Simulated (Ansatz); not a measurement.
**GeH₄OS: up Jacob's ladder to CCSD(T)**

Aim: compute GeH₄OS with functionals from several rungs and with coupled cluster, and see how far each lands from CCSD(T) at the basis-set limit for the atomisation energy.

Program: Ansatz 0.2.0, Gaussian basis. Level of theory: functionals in def2-TZVPP, the program's frozen cores in correlated methods. These are calculated values, not measurements.

Levels to be run: LDA (SPW92), PBE-D4, revPBE-D4, BLYP-D4, r2SCAN-D4, B97M-V, PBE0-D4, B3LYP-D4, r2SCANh-D4, r2SCAN0-D4, HSE06-D4, BHLYP-D4, CAM-B3LYP-D4, LC-ωPBE, ωB97X-V, ωB97M-V, B2PLYP, PBE-QIDH; CCSD(T)/def2-SVP; CCSD(T)/def2-TZVPP; MP2/def2-QZVPP; extrapolation to the limit; RPA on PBE.

## Step 1: The geometry

The geometry comes from an earlier relaxation with PBE0-D4 in a triple-zeta def2 set; it is a stationary point, not always the lowest conformer.

7 atoms, charge 0, spin multiplicity 1.

Atoms are counted from 1 here; the program's logs count them from 0.

Bond lengths: O1–Ge2 1.777 Å, O1–H4 0.960 Å, Ge2–S3 2.219 Å, Ge2–H5 1.537 Å, Ge2–H6 1.530 Å, S3–H7 1.343 Å. Angles: Ge2–O1–H4 112.2°, O1–Ge2–S3 110.8°, O1–Ge2–H5 111.4°, O1–Ge2–H6 103.7°, S3–Ge2–H5 104.7°, S3–Ge2–H6 112.3°, H5–Ge2–H6 114.1°, Ge2–S3–H7 94.0°.

## Step 2: LDA

This LDA is Slater exchange with PW92 correlation.

in.yaml reads:

```yaml
crystal:
  periodic: [false, false, false]
  atoms:
    - {symbol: O, position_ang: [-1.545075, -0.180829, 0.292940]}
    - {symbol: Ge, position_ang: [-0.013937, 0.504678, -0.292040]}
    - {symbol: S, position_ang: [1.646376, -0.945563, -0.039245]}
    - {symbol: H, position_ang: [-1.715530, -1.052850, -0.071780]}
    - {symbol: H, position_ang: [-0.064406, 0.780816, -1.803325]}
    - {symbol: H, position_ang: [0.174189, 1.758133, 0.565436]}
    - {symbol: H, position_ang: [1.579484, -0.932484, 1.302413]}
basis:
  gaussian: {orbitals: def2-TZVPP}
hamiltonian: {xc: lda}
output: {orbitals: {seedname: orbitals}}
```

On the command line:

```console
> ansatz run in.yaml --threads 2 --pin off --events-out ev --progress --plain --max-ram 4352MiB
```

The runs that follow: PBE-D4 (GGA); revPBE-D4 (GGA); BLYP-D4 (GGA); r2SCAN-D4 (meta-GGA); B97M-V (meta-GGA); PBE0-D4 (hybrid); B3LYP-D4 (hybrid); r2SCANh-D4 (hybrid); r2SCAN0-D4 (hybrid); HSE06-D4 (hybrid); BHLYP-D4 (hybrid); CAM-B3LYP-D4 (range-separated); LC-ωPBE (range-separated); ωB97X-V (range-separated); ωB97M-V (range-separated); B2PLYP (double hybrid); PBE-QIDH (double hybrid); CCSD(T) in def2-SVP; CCSD(T) in def2-TZVPP; MP2 in def2-QZVPP; RPA on PBE orbitals.

**Question.** What will the summary of the whole plan be? Wanted: atomisation energy, CCSD(T)/CBS; farthest beyond LDA; mean size of error, GGA; mean size of error, meta-GGA; mean size of error, hybrid; mean size of error, range-separated; mean size of error, double hybrid; gap, smallest and largest; T1 diagnostic.

As calculated:

| quantity | value |
| --- | --- |
| atomisation energy, CCSD(T)/CBS | 2114.7 kJ/mol |
| functionals within 21.1 kJ/mol (1.0 %) | PBE-D4, r2SCAN-D4, B97M-V, ωB97X-V, ωB97M-V |
| farthest beyond LDA | BHLYP-D4 (-99.0 kJ/mol) |
| mean size of error, GGA | 34.9 kJ/mol |
| mean size of error, meta-GGA | 9.6 kJ/mol |
| mean size of error, hybrid | 50.9 kJ/mol |
| mean size of error, range-separated | 23.2 kJ/mol |
| mean size of error, double hybrid | 47.5 kJ/mol |
| gap, smallest and largest | 5.42 eV (BLYP-D4), 12.81 eV (LC-ωPBE) |
| T1 diagnostic | 0.0115 |
| triples share of the correlation energy | 3.7 % |

What this shows: LDA overbinds by 303.2 kJ/mol (14 %). PBE-D4 is off by -5.3 kJ/mol. Double hybrids carry the basis error of their MP2 part in triple zeta, and no dispersion term here, so their miss is partly the set-up's. By mean error the best rung here is meta-GGA (9.6 kJ/mol) and the worst beyond LDA is hybrid (50.9 kJ/mol). The mean of the hybrids holds BHLYP, with half exact exchange. Misses under about 21.1 kJ/mol are within the doubt on the reference itself, which lacks core-valence correlation, relativity and higher excitations, and its outer-core shells are covered unevenly. Hartree-Fock recovers 68 % of the binding; the rest is correlation. CCSD(T) in def2-SVP is off by -184.1 kJ/mol, so the small basis spoils what the method gains. The gap grows from 5.4 to 12.8 eV across the functionals, mostly with the share of exact exchange. Correlated methods include outer-core shells of Ge, which these sets cover unevenly.
